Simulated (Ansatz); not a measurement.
**Ta: a slab and its surfaces, (100), 1 layers**

What do the surfaces of Ta (100), 1 layers cost, and how tightly do they hold an electron? Methods of the runs shown: PAW and LAPW. Its runs: bulk cell relaxed (PAW); bulk in the slab's orientation (LAPW and PAW); the reference run (LAPW and PAW); no images along the normal (LAPW and PAW); no relativity (LAPW).

Program: Ansatz 0.2.0. Level of theory: DFT PBE, with the methods named in each step. These are calculated values, not measurements.

**1. The structure to begin with**

Symmetry: Im-3m, No. 229, cubic system. The conventional cell has a = 3.321 Å, b = 3.321 Å, c = 3.321 Å, α = 90.00°, β = 90.00°, γ = 90.00°. Ta (site symmetry m-3m) has 8 Ta at 2.88 Å as nearest neighbours.

As a file:

```xyz
1
Lattice="-1.6607 1.6607 1.6607 1.6607 -1.6607 1.6607 1.6607 1.6607 -1.6607" Properties=species:S:1:pos:R:3 pbc="T T T"
Ta    0.0000    0.0000    0.0000
```

**2. Bulk cell relaxed, PAW**

input.yaml reads:

```yaml
crystal:
  lattice:
    - [-1.6607199181, 1.6607199181, 1.6607199181]
    - [1.6607199181, -1.6607199181, 1.6607199181]
    - [1.6607199181, 1.6607199181, -1.6607199181]
  atoms:
    - { symbol: Ta, position: [0.0, 0.0, 0.0] }
kpoints:
  mp_grid: { grid: [18, 18, 18] }
scf:
  occupations: { method: fermi_dirac, width: 0.08 }
hamiltonian:
  xc: pbe
  pseudopotentials: { kind: paw }
output:
  forces: true
  stress: true
relax:
  f_tol: 0.005
  max_steps: 40
  cell: {}
```

Launch:

```console
$ ansatz run input.yaml --threads 1 --pin off --max-ram 3584MiB --backend cpu --events-out ev --progress --plain --runs-dir out
```

After this run come: Bulk in the slab's orientation, LAPW; Bulk in the slab's orientation, PAW; Slab as cut, LAPW; Slab as cut, PAW; No images along the normal, LAPW; No images along the normal, PAW; No relativity, LAPW.

Before running it: what results should come out? Wanted: surface energy; work function (for each run or level that gives them).

As calculated:

| quantity | value |
| --- | --- |
| surface energy (LAPW, cut) | 3.78 J/m² |
| work function (LAPW, cut) | 4.38 eV |
| surface energy (PAW, cut) | 3.79 J/m² |
| work function (PAW, cut) | 4.38 eV |

What this shows: No relativity moves the work function by -0.11 eV (LAPW). Thickness wasn't converged, and no reconstruction was sought. Spin-orbit coupling is left out, though the cell holds Ta; in elements this heavy it can shift bands and gaps by tenths of an eV.
